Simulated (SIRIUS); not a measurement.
The system is WS.

```
W S
1.0
     3.00789    0.00000    0.00000
     0.00000    3.00789    0.00000
     0.00000    0.00000    3.00789
W S
1 1
Direct
  0.50000 0.50000 0.50000
  0.00000 0.00000 0.00000
```

The cell was built by a generator and needn't be a form met in nature.

```yaml
Program: SIRIUS 7.10.0
Task: single point
Functional: PBE
Potentials_or_basis: PseudoDojo 0.4.1 PBE standard (scalar relativistic)
Cutoff: 1030 eV
Density_cutoff: 4119 eV
k_mesh: 9 × 9 × 9
Occupations: fermi-dirac, width 0.05 eV
Spin: no spin polarisation
```

On this cell: pressure 0.5 GPa; largest force zero by symmetry; band gap on the k mesh none (metal or under the smearing width).

The same run follows on a disturbed copy (atoms moved at random, drawn with an rms of 0.05 Å):

```
W S
1.0
     3.00789    0.00000    0.00000
     0.00000    3.00789    0.00000
     0.00000    0.00000    3.00789
W S
1 1
Direct
  0.49262 0.50206 0.49570
  0.99063 0.98998 0.00887
```

Problem. What does the disturbed cell give?

Solution. The energy (extrapolated to zero smearing) moves by +2.7 meV/atom; pressure 0.7 GPa; largest force 0.201 eV/Å; band gap on the k mesh none (metal or under the smearing width).

Forces on the atoms (eV/Å):
```
W   -0.022 -0.135  0.148
S    0.022  0.135 -0.148
```

Stress tensor (GPa, compression positive):
```
 0.71  0.04 -0.05
 0.04  0.76 -0.27
-0.05 -0.27  0.77
```
